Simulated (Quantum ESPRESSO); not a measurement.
# GaGe (F-43m) in Quantum ESPRESSO: a series of runs, part 5 of 6

Quantum ESPRESSO 7.5. The steps go on from the part before.

**7. Phonons and electron-phonon coupling, PBE**

pw.in: that of step 6 with these lines changed.

```diff
@@ -17,4 +17,4 @@
   occupations = 'smearing'
-  smearing = 'mv'
-  degauss = 0.01469973
+  smearing = 'mp'
+  degauss = 0.01999163
 /
@@ -26,4 +26,4 @@
 ATOMIC_SPECIES
-Ge    72.6300 ge_lda_v1.4.uspp.F.UPF
-Ga    69.7230 ga_lda_v1.4.uspp.F.UPF
+Ge    72.6300 ge_pbe_v1.4.uspp.F.UPF
+Ga    69.7230 ga_pbe_v1.4.uspp.F.UPF
 CELL_PARAMETERS angstrom
@@ -36,2 +36,2 @@
 K_POINTS automatic
-7 7 7 0 0 0
+6 6 6 0 0 0
```

relax.in: that of step 6 with these lines changed.

```diff
@@ -20,4 +20,4 @@
   occupations = 'smearing'
-  smearing = 'mv'
-  degauss = 0.01469973
+  smearing = 'mp'
+  degauss = 0.01999163
 /
@@ -33,3 +33,3 @@
   cell_dynamics = 'bfgs'
-  press = 400
+  press = 0
   press_conv_thr = 0.2
@@ -37,4 +37,4 @@
 ATOMIC_SPECIES
-Ge    72.6300 ge_lda_v1.4.uspp.F.UPF
-Ga    69.7230 ga_lda_v1.4.uspp.F.UPF
+Ge    72.6300 ge_pbe_v1.4.uspp.F.UPF
+Ga    69.7230 ga_pbe_v1.4.uspp.F.UPF
 CELL_PARAMETERS angstrom
@@ -47,2 +47,2 @@
 K_POINTS automatic
-7 7 7 0 0 0
+6 6 6 0 0 0
```

Contents of scf2.in:

```
&CONTROL
  calculation = 'scf'
  prefix = 'pwscf'
  outdir = './tmp'
  pseudo_dir = './pseudo'
  tprnfor = .true.
  tstress = .true.
  disk_io = 'low'
/
&SYSTEM
  ibrav = 0
  nat = 2
  ntyp = 2
  ecutwfc = 56
  ecutrho = 448
  nbnd = 24
  occupations = 'smearing'
  smearing = 'mp'
  degauss = 0.01999163
/
&ELECTRONS
  conv_thr = 1d-13
  electron_maxstep = 120
  mixing_beta = 0.5
  startingpot = 'file'
  startingwfc = 'file'
/
ATOMIC_SPECIES
Ge    72.6300 ge_pbe_v1.4.uspp.F.UPF
Ga    69.7230 ga_pbe_v1.4.uspp.F.UPF
CELL_PARAMETERS angstrom
   0.0000000000    2.8992373542    2.8992373542
   2.8992373542    0.0000000000    2.8992373542
   2.8992373542    2.8992373542    0.0000000000
ATOMIC_POSITIONS crystal
Ge     0.0000000000    0.0000000000    0.0000000000
Ga     0.2500000000    0.2500000000    0.2500000000
K_POINTS automatic
6 6 6 0 0 0
```

Contents of dense.in:

```
&CONTROL
  calculation = 'scf'
  prefix = 'pwscf'
  outdir = './tmp'
  pseudo_dir = './pseudo'
  tprnfor = .true.
  tstress = .true.
  disk_io = 'low'
/
&SYSTEM
  ibrav = 0
  nat = 2
  ntyp = 2
  ecutwfc = 56
  ecutrho = 448
  nbnd = 24
  occupations = 'smearing'
  smearing = 'mp'
  degauss = 0.01999163
  la2F = .true.
/
&ELECTRONS
  conv_thr = 1d-12
  electron_maxstep = 120
  mixing_beta = 0.5
  startingpot = 'file'
/
ATOMIC_SPECIES
Ge    72.6300 ge_pbe_v1.4.uspp.F.UPF
Ga    69.7230 ga_pbe_v1.4.uspp.F.UPF
CELL_PARAMETERS angstrom
   0.0000000000    2.8992373542    2.8992373542
   2.8992373542    0.0000000000    2.8992373542
   2.8992373542    2.8992373542    0.0000000000
ATOMIC_POSITIONS crystal
Ge     0.0000000000    0.0000000000    0.0000000000
Ga     0.2500000000    0.2500000000    0.2500000000
K_POINTS automatic
18 18 18 0 0 0
```

Contents of scf3.in:

```
&CONTROL
  calculation = 'scf'
  prefix = 'pwscf'
  outdir = './tmp'
  pseudo_dir = './pseudo'
  tprnfor = .true.
  tstress = .true.
  disk_io = 'low'
/
&SYSTEM
  ibrav = 0
  nat = 2
  ntyp = 2
  ecutwfc = 56
  ecutrho = 448
  nbnd = 24
  occupations = 'smearing'
  smearing = 'mp'
  degauss = 0.01999163
/
&ELECTRONS
  conv_thr = 1d-12
  electron_maxstep = 120
  mixing_beta = 0.5
  startingpot = 'file'
/
ATOMIC_SPECIES
Ge    72.6300 ge_pbe_v1.4.uspp.F.UPF
Ga    69.7230 ga_pbe_v1.4.uspp.F.UPF
CELL_PARAMETERS angstrom
   0.0000000000    2.8992373542    2.8992373542
   2.8992373542    0.0000000000    2.8992373542
   2.8992373542    2.8992373542    0.0000000000
ATOMIC_POSITIONS crystal
Ge     0.0000000000    0.0000000000    0.0000000000
Ga     0.2500000000    0.2500000000    0.2500000000
K_POINTS automatic
6 6 6 0 0 0
```

Contents of ph.in:

```
phonon_bands of GaGe
&INPUTPH
  prefix = 'pwscf'
  outdir = './tmp'
  tr2_ph = 1d-18
  fildyn = 'dyn'
  niter_ph = 90
  alpha_mix(1) = 0.4
  ldisp = .true.
  nq1 = 2
  nq2 = 2
  nq3 = 2
  electron_phonon = 'interpolated'
  el_ph_sigma = 0.005
  el_ph_nsigma = 10
  fildvscf = 'dvscf'
/
```

Contents of q2r.in:

```
&INPUT
  fildyn = 'dyn'
  zasr = 'crystal'
  flfrc = 'fc'
  la2F = .true.
/
```

Contents of matdyn.in:

```
&INPUT
  asr = 'crystal'
  flfrc = 'fc'
  flfrq = 'freq'
  q_in_cryst_coord = .true.
  flvec = ' '
/
80
 0.0000000000  0.0000000000  0.0000000000
 0.0454545455  0.0000000000  0.0454545455
 0.0909090909  0.0000000000  0.0909090909
 0.1363636364  0.0000000000  0.1363636364
 0.1818181818  0.0000000000  0.1818181818
 0.2272727273  0.0000000000  0.2272727273
 0.2727272727  0.0000000000  0.2727272727
 0.3181818182  0.0000000000  0.3181818182
 0.3636363636  0.0000000000  0.3636363636
 0.4090909091  0.0000000000  0.4090909091
 0.4545454545  0.0000000000  0.4545454545
 0.5000000000  0.0000000000  0.5000000000
 0.5000000000  0.0500000000  0.5500000000
 0.5000000000  0.1000000000  0.6000000000
 0.5000000000  0.1500000000  0.6500000000
 0.5000000000  0.2000000000  0.7000000000
 0.5000000000  0.2500000000  0.7500000000
 0.4687500000  0.2812500000  0.7500000000
 0.4375000000  0.3125000000  0.7500000000
 0.4062500000  0.3437500000  0.7500000000
 0.3750000000  0.3750000000  0.7500000000
 0.3461538462  0.3461538462  0.6923076923
 0.3173076923  0.3173076923  0.6346153846
 0.2884615385  0.2884615385  0.5769230769
 0.2596153846  0.2596153846  0.5192307692
 0.2307692308  0.2307692308  0.4615384615
 0.2019230769  0.2019230769  0.4038461538
 0.1730769231  0.1730769231  0.3461538462
 0.1442307692  0.1442307692  0.2884615385
 0.1153846154  0.1153846154  0.2307692308
 0.0865384615  0.0865384615  0.1730769231
 0.0576923077  0.0576923077  0.1153846154
 0.0288461538  0.0288461538  0.0576923077
 0.0000000000  0.0000000000  0.0000000000
 0.0454545455  0.0454545455  0.0454545455
 0.0909090909  0.0909090909  0.0909090909
 0.1363636364  0.1363636364  0.1363636364
 0.1818181818  0.1818181818  0.1818181818
 0.2272727273  0.2272727273  0.2272727273
 0.2727272727  0.2727272727  0.2727272727
 0.3181818182  0.3181818182  0.3181818182
 0.3636363636  0.3636363636  0.3636363636
 0.4090909091  0.4090909091  0.4090909091
 0.4545454545  0.4545454545  0.4545454545
 0.5000000000  0.5000000000  0.5000000000
 0.5178571429  0.4642857143  0.5178571429
 0.5357142857  0.4285714286  0.5357142857
 0.5535714286  0.3928571429  0.5535714286
 0.5714285714  0.3571428571  0.5714285714
 0.5892857143  0.3214285714  0.5892857143
 0.6071428571  0.2857142857  0.6071428571
 0.6250000000  0.2500000000  0.6250000000
 0.5937500000  0.2500000000  0.6562500000
 0.5625000000  0.2500000000  0.6875000000
 0.5312500000  0.2500000000  0.7187500000
 0.5000000000  0.2500000000  0.7500000000
 0.5000000000  0.2750000000  0.7250000000
 0.5000000000  0.3000000000  0.7000000000
 0.5000000000  0.3250000000  0.6750000000
 0.5000000000  0.3500000000  0.6500000000
 0.5000000000  0.3750000000  0.6250000000
 0.5000000000  0.4000000000  0.6000000000
 0.5000000000  0.4250000000  0.5750000000
 0.5000000000  0.4500000000  0.5500000000
 0.5000000000  0.4750000000  0.5250000000
 0.5000000000  0.5000000000  0.5000000000
 0.4861111111  0.4861111111  0.5277777778
 0.4722222222  0.4722222222  0.5555555556
 0.4583333333  0.4583333333  0.5833333333
 0.4444444444  0.4444444444  0.6111111111
 0.4305555556  0.4305555556  0.6388888889
 0.4166666667  0.4166666667  0.6666666667
 0.4027777778  0.4027777778  0.6944444444
 0.3888888889  0.3888888889  0.7222222222
 0.3750000000  0.3750000000  0.7500000000
 0.6250000000  0.2500000000  0.6250000000
 0.5937500000  0.1875000000  0.5937500000
 0.5625000000  0.1250000000  0.5625000000
 0.5312500000  0.0625000000  0.5312500000
 0.5000000000  0.0000000000  0.5000000000
```

Contents of matdyn_dos.in:

```
&INPUT
  asr = 'crystal'
  flfrc = 'fc'
  dos = .true.
  fldos = 'phdos'
  nk1 = 9
  nk2 = 9
  nk3 = 9
  deltaE = 1
  flvec = ' '
  flfrq = ' '
/
```

Contents of matdyn_a2f.in:

```
&INPUT
  asr = 'crystal'
  flfrc = 'fc'
  la2F = .true.
  dos = .true.
  fldos = 'dos2'
  nk1 = 8
  nk2 = 8
  nk3 = 8
  ndos = 60
  el_ph_nsigma = 10
  flfrq = 'dosfreq2'
  flvec = ' '
/
```

Contents of matdyn_mesh.in:

```
&INPUT
  asr = 'crystal'
  flfrc = 'fc'
  flfrq = 'mesh'
  q_in_cryst_coord = .true.
  flvec = ' '
/
512
 0.06250000  0.06250000  0.06250000
 0.06250000  0.06250000  0.18750000
 0.06250000  0.06250000  0.31250000
[... 509 further points of the even 8 x 8 x 8 mesh, shifted by half a step ...]
```

Potentials or basis: GBRV 1.5 PBE.

The run is started by

```sh
OMP_NUM_THREADS=1 pw.x -in pw.in > pw.out
OMP_NUM_THREADS=1 pw.x -in relax.in > relax.out
OMP_NUM_THREADS=1 pw.x -in scf2.in > scf2.out
OMP_NUM_THREADS=1 pw.x -in dense.in > dense.out
OMP_NUM_THREADS=1 pw.x -in scf3.in > scf3.out
OMP_NUM_THREADS=1 ph.x -in ph.in > ph.out
OMP_NUM_THREADS=1 q2r.x -in q2r.in > q2r.out
OMP_NUM_THREADS=1 matdyn.x -in matdyn.in > matdyn.out
OMP_NUM_THREADS=1 matdyn.x -in matdyn_dos.in > matdyn_dos.out
OMP_NUM_THREADS=1 matdyn.x -in matdyn_a2f.in > matdyn_a2f.out
OMP_NUM_THREADS=1 matdyn.x -in matdyn_mesh.in > matdyn_mesh.out
```

pw.out:

```text
This program is part of the open-source Quantum ESPRESSO suite
     for quantum simulation of materials; please cite
[... 9 lines left out ...]
     --------------------
     sticks:   dense  smooth     PW     G-vecs:    dense   smooth      PW
     Sum        1843     925    283                52393    18643    3119

     Using Slab Decomposition

     bravais-lattice index     =            0
     lattice parameter (alat)  =       7.7444  a.u.
     unit-cell volume          =     328.4366 (a.u.)^3
     number of atoms/cell      =            2
     number of atomic types    =            2
     number of electrons       =        33.00
     number of Kohn-Sham states=           24
     kinetic-energy cutoff     =      56.0000  Ry
     charge density cutoff     =     448.0000  Ry
     scf convergence threshold =      4.0E-10
     mixing beta               =       0.5000
     number of iterations used =            8  plain     mixing
     Exchange-correlation=  SLA  PW   PBX  PBC
                           (   1   4   3   4   0   0   0)

     celldm(1)=   7.744419  celldm(2)=   0.000000  celldm(3)=   0.000000
     celldm(4)=   0.000000  celldm(5)=   0.000000  celldm(6)=   0.000000

     crystal axes: (cart. coord. in units of alat)
               a(1) = (   0.000000   0.707107   0.707107 )
               a(2) = (   0.707107   0.000000   0.707107 )
               a(3) = (   0.707107   0.707107   0.000000 )

     reciprocal axes: (cart. coord. in units 2 pi/alat)
               b(1) = ( -0.707107  0.707107  0.707107 )
               b(2) = (  0.707107 -0.707107  0.707107 )
               b(3) = (  0.707107  0.707107 -0.707107 )

     PseudoPot. # 1 for Ge read from file:
     ge_pbe_v1.4.uspp.F.UPF
     Pseudo is Ultrasoft + core correction, Zval = 14.0
     Generated by new atomic code, or converted to UPF format
     Using radial grid of  873 points,  6 beta functions with:
                l(1) =   0
                l(2) =   0
                l(3) =   1
                l(4) =   1
                l(5) =   2
                l(6) =   2
     Q(r) pseudized with  8 coefficients,  rinner =    1.400   1.400   1.400
                                                       1.400   1.400

     PseudoPot. # 2 for Ga read from file:
     ga_pbe_v1.4.uspp.F.UPF
     Pseudo is Ultrasoft + core correction, Zval = 19.0
     Generated by new atomic code, or converted to UPF format
[... 29 lines left out ...]
        k(    6) = (   0.3535534   0.1178511  -0.1178511), wk =   0.2222222
[... 8 lines left out ...]
        k(   15) = (  -0.1178511  -0.3535534   0.5892557), wk =   0.2222222
        k(   16) = (  -0.7071068   0.2357023   0.0000000), wk =   0.1111111

     Dense  grid:    52393 G-vectors     FFT dimensions: (  54,  54,  54)

     Smooth grid:    18643 G-vectors     FFT dimensions: (  40,  40,  40)

     Check: negative core charge=   -0.000001

     Initial potential from superposition of free atoms

     starting charge      31.9991, renormalised to      33.0000
     Starting wfcs are   21 randomized atomic wfcs +    3 random wfcs

     Self-consistent Calculation

     iteration #  1     ecut=    56.00 Ry     beta= 0.50
     Davidson diagonalization with overlap
     ethr =  1.00E-02,  avg # of iterations =  5.0

     total energy              =    -627.89006029 Ry
     estimated scf accuracy    <       2.64023325 Ry
[... 57 lines left out ...]
     iteration # 10     ecut=    56.00 Ry     beta= 0.50
     Davidson diagonalization with overlap
     ethr =  1.45E-12,  avg # of iterations =  2.7

     End of self-consistent calculation

          k = 0.0000 0.0000 0.0000 (  2277 PWs)   bands (ev):

   -87.0474 -87.0474 -87.0474 -17.1015 -17.1015 -17.1015 -17.0828 -17.0828
    -7.4306  -7.4306  -7.4306  -7.3712  -7.3712  -3.6894   8.5322   8.5322
     8.5322   8.9079  11.2121  11.2121  11.2121  14.5404  17.5615  17.5615

          k = 0.1179 0.1179-0.1179 (  2331 PWs)   bands (ev):
[... 37 lines left out ...]
   -87.0474 -87.0474 -87.0474 -17.1010 -17.0994 -17.0988 -17.0821 -17.0820
    -7.4580  -7.4137  -7.4128  -7.3722  -7.3710  -1.8749   2.2272   5.3796
     7.1536  10.3494  12.4094  12.9029  14.9684  16.4303  17.2131  18.9718

          k = 0.0000-0.2357 0.2357 (  2325 PWs)   bands (ev):

   -87.0474 -87.0474 -87.0474 -17.1014 -17.1001 -17.0997 -17.0827 -17.0820
    -7.4475  -7.4210  -7.4183  -7.3737  -7.3703  -2.8473   4.2507   6.1139
     7.9054  10.5786  12.1259  12.2236  13.4249  15.3919  17.2656  17.6667

          k = 0.4714 0.0000-0.0000 (  2357 PWs)   bands (ev):
[... 13 lines left out ...]
   -87.0474 -87.0474 -87.0474 -17.1017 -17.0985 -17.0974 -17.0829 -17.0810
    -7.4665  -7.4077  -7.4024  -7.3776  -7.3702  -1.0110   1.5336   4.2182
     6.3445   9.9309  13.9304  14.8287  14.9488  15.3425  16.9877  21.4365

          k =-0.7071 0.0000 0.0000 (  2346 PWs)   bands (ev):

   -87.0474 -87.0474 -87.0474 -17.1049 -17.0960 -17.0960 -17.0847 -17.0794
    -7.4805  -7.3935  -7.3935  -7.3904  -7.3639  -0.6703   1.0362   5.5967
     5.5967   9.1801   9.2800  17.8704  17.8704  19.0793  20.3460  20.7424

          k =-0.2357-0.4714 0.7071 (  2336 PWs)   bands (ev):
[... 7 lines left out ...]
   -87.0474 -87.0474 -87.0474 -17.1011 -17.0996 -17.0969 -17.0830 -17.0810
    -7.4662  -7.4094  -7.4016  -7.3773  -7.3700  -1.0077   1.4945   4.5396
     5.7770  11.5073  11.9813  14.1275  14.7273  16.2492  19.6624  20.1069

          k =-0.7071 0.2357 0.0000 (  2318 PWs)   bands (ev):

   -87.0474 -87.0474 -87.0474 -17.1028 -17.0982 -17.0961 -17.0838 -17.0803
    -7.4725  -7.4031  -7.3973  -7.3821  -7.3678  -0.6110   1.1489   4.8908
     4.9759  11.0611  11.1771  14.8243  14.9681  18.8956  19.5431  20.7325

     the Fermi energy is     6.7552 ev

!    total energy              =    -628.97306513 Ry
     estimated scf accuracy    <          1.5E-11 Ry
     smearing contrib. (-TS)   =      -0.00029970 Ry
     internal energy E=F+TS    =    -628.97276543 Ry

     The total energy is F=E-TS. E is the sum of the following terms:
     one-electron contribution =    -535.71834239 Ry
     hartree contribution      =     285.61170157 Ry
     xc contribution           =    -106.73988871 Ry
     ewald contribution        =    -272.12623591 Ry

     convergence has been achieved in  10 iterations

     Forces acting on atoms (cartesian axes, Ry/au):

     atom    1 type  1   force =     0.00000000    0.00000000    0.00000000
     atom    2 type  2   force =     0.00000000   -0.00000000   -0.00000000

     Total force =     0.000000     Total SCF correction =     0.000000

     Computing stress (Cartesian axis) and pressure

          total   stress  (Ry/bohr**3)                   (kbar)     P=        0.76
   0.00000518   0.00000000   0.00000000            0.76        0.00        0.00
   0.00000000   0.00000518   0.00000000            0.00        0.76        0.00
   0.00000000   0.00000000   0.00000518            0.00        0.00        0.76

=------------------------------------------------------------------------------=
   JOB DONE.
=------------------------------------------------------------------------------=
```

Run time: 38 min. Hardware: 1 thread of Arm Neoverse V2, shared host; peak memory 0.38 GiB.

Results:

```yaml
Free_energy: -8557.6145 eV
Relaxed_volume: 24.37 Å³/atom
Relaxed_cell: a = 4.100 Å, b = 4.100 Å, c = 4.100 Å, α = 60.00°, β = 60.00°, γ = 60.00°
Space_group_after_relaxing_to_0.05_Å: F-43m (No. 216)
Pressure_after_relaxing: 0.0 GPa
Band_gap_on_the_k_mesh: none (metal or under the smearing width)
Highest_phonon_frequency: 211 cm⁻¹
Zero-point_energy: 0.024 eV/atom
```

Final structure:
```xyz
2
Lattice="0.0000 2.8992 2.8992 2.8992 0.0000 2.8992 2.8992 2.8992 0.0000" Properties=species:S:1:pos:R:3 pbc="T T T"
Ge    0.0000    0.0000    0.0000
Ga    1.4496    1.4496    1.4496
```

Phonon frequencies in cm⁻¹ (negative: imaginary):
| q point | frequencies |
| --- | --- |
| (0.000, 0.000, 0.000) | 0 0 0 199 199 199 |
| (0.318, 0.000, 0.318) | 43 43 96 175 208 208 |
| (0.500, 0.150, 0.650) | 37 42 144 145 209 210 |
| (0.346, 0.346, 0.692) | 31 44 130 165 209 211 |
| (0.144, 0.144, 0.288) | 25 31 72 194 203 205 |
| (0.091, 0.091, 0.091) | 12 12 30 198 200 200 |
| (0.409, 0.409, 0.409) | 41 41 102 192 209 209 |
| (0.589, 0.321, 0.589) | 32 44 126 171 209 211 |
| (0.500, 0.275, 0.725) | 32 41 142 154 209 211 |
| (0.500, 0.450, 0.550) | 40 43 110 189 210 210 |
| (0.431, 0.431, 0.639) | 34 43 120 178 210 211 |
| (0.562, 0.125, 0.562) | 41 46 138 145 209 210 |

Phonon frequencies at the corners of the path (cm⁻¹, interpolated; i marks imaginary ones):
```
point            frequencies
    Γ      0 0 0 199 199 199
    X  46 46 137 140 209 209
    W  32 40 146 149 209 211
    K  32 45 134 158 209 210
    L  43 43 107 192 210 210
    U  32 45 134 158 209 210
```

Phonon states per cell in windows of 10 cm⁻¹ (negative: imaginary):
```tsv
from (cm⁻¹)	total	Ge	Ga
0	0.00	0.00	0.00
10	0.02	0.01	0.01
20	0.11	0.06	0.06
30	1.05	0.52	0.54
40	0.77	0.37	0.40
50	0.02	0.01	0.01
60	0.03	0.01	0.01
70	0.04	0.02	0.02
80	0.06	0.03	0.03
90	0.09	0.05	0.05
100	0.17	0.08	0.09
110	0.22	0.11	0.12
120	0.22	0.10	0.12
130	0.13	0.06	0.07
140	0.01	0.00	0.00
150	0.09	0.05	0.05
160	0.18	0.10	0.09
170	0.24	0.12	0.11
180	0.31	0.16	0.15
190	0.17	0.08	0.08
200	1.14	0.58	0.56
210	0.89	0.46	0.43
```

Harmonic thermodynamics per atom at this volume (zero-point energy 24.1 meV, Debye temperature from the second moment 277 K):
```
 T (K)  free energy (meV)  entropy (k_B)  heat capacity Cv (k_B)
    50               22.1           1.14                    1.32
   100               14.4           2.35                    2.18
   200              -13.9           4.09                    2.74
298.15              -53.5           5.21                    2.88
   500             -158.3           6.72                    2.95
   800             -351.5           8.12                    2.98
```

Electron-phonon coupling by broadening of the double delta (levels on a 18 × 18 × 18 mesh):
```
broadening (eV)     λ  N(E_F) (states/eV a spin and cell)  ω_log (K)  Tc, μ* 0.10 (K)  Tc, μ* 0.13 (K)
           0.07  1.81                               0.643        132             17.7             16.4
           0.14  1.20                               0.618        118             10.5              9.4
           0.20  1.16                               0.611        106              9.0              8.0
           0.27  1.17                               0.606        100              8.7              7.7
           0.34  1.19                               0.601         96              8.5              7.5
           0.41  1.19                               0.595         94              8.3              7.4
           0.48  1.19                               0.588         92              8.2              7.3
           0.54  1.19                               0.580         91              8.1              7.1
           0.61  1.18                               0.571         90              7.9              7.0
           0.68  1.17                               0.561         89              7.7              6.8
```

The same from a weighted sum over the computed q points, without interpolation:
| broadening (eV) | λ | ω_log (K) | Tc, μ* 0.10 (K) | Tc, μ* 0.13 (K) |
| --- | --- | --- | --- | --- |
| 0.07 | 1.31 | 211 | 21.0 | 18.8 |
| 0.14 | 0.81 | 199 | 9.6 | 7.8 |
| 0.20 | 0.73 | 186 | 7.2 | 5.6 |
| 0.27 | 0.70 | 181 | 6.4 | 4.9 |
| 0.34 | 0.69 | 178 | 5.9 | 4.5 |
| 0.41 | 0.68 | 175 | 5.6 | 4.3 |
| 0.48 | 0.67 | 173 | 5.4 | 4.0 |
| 0.54 | 0.66 | 172 | 5.1 | 3.8 |
| 0.61 | 0.65 | 170 | 4.9 | 3.6 |
| 0.68 | 0.64 | 168 | 4.7 | 3.4 |

Eliashberg function at a broadening of 0.27 eV:
| cm⁻¹ | α²F |
| --- | --- |
| 5 | 0.000 |
| 16 | 0.003 |
| 27 | 0.050 |
| 38 | 0.703 |
| 48 | 0.007 |
| 59 | 0.013 |
| 70 | 0.027 |
| 81 | 0.043 |
| 91 | 0.071 |
| 102 | 0.130 |
| 113 | 0.212 |
| 124 | 0.221 |
| 134 | 0.126 |
| 145 | 0.015 |
| 156 | 0.125 |
| 166 | 0.206 |
| 177 | 0.277 |
| 188 | 0.438 |
| 199 | 0.000 |
| 209 | 4.978 |

Coupling and linewidth of each mode at the computed q points (broadening 0.27 eV):
| q | cm⁻¹ | λ of the modes | linewidths (GHz) |
| --- | --- | --- | --- |
| (0.00, 0.00, -0.50) | 43 43 107 192 210 210 | 0.11 0.12 0.20 0.03 0.08 0.07 | 1 2 16 9 24 23 |
| (0.00, -0.50, -0.50) | 46 46 137 140 209 209 | 0.01 0.02 0.28 0.24 0.07 0.07 | 0 0 37 34 20 21 |

Caveat: the k mesh is coarse; the mesh is thin for the phonons of a metal; λ from interpolated matrix elements is rough: modes that symmetry makes equal can differ by tens of percent; the q mesh is small, so phonon branches between its points and thermal values are rough.

(Continued in part 6 of 6.)
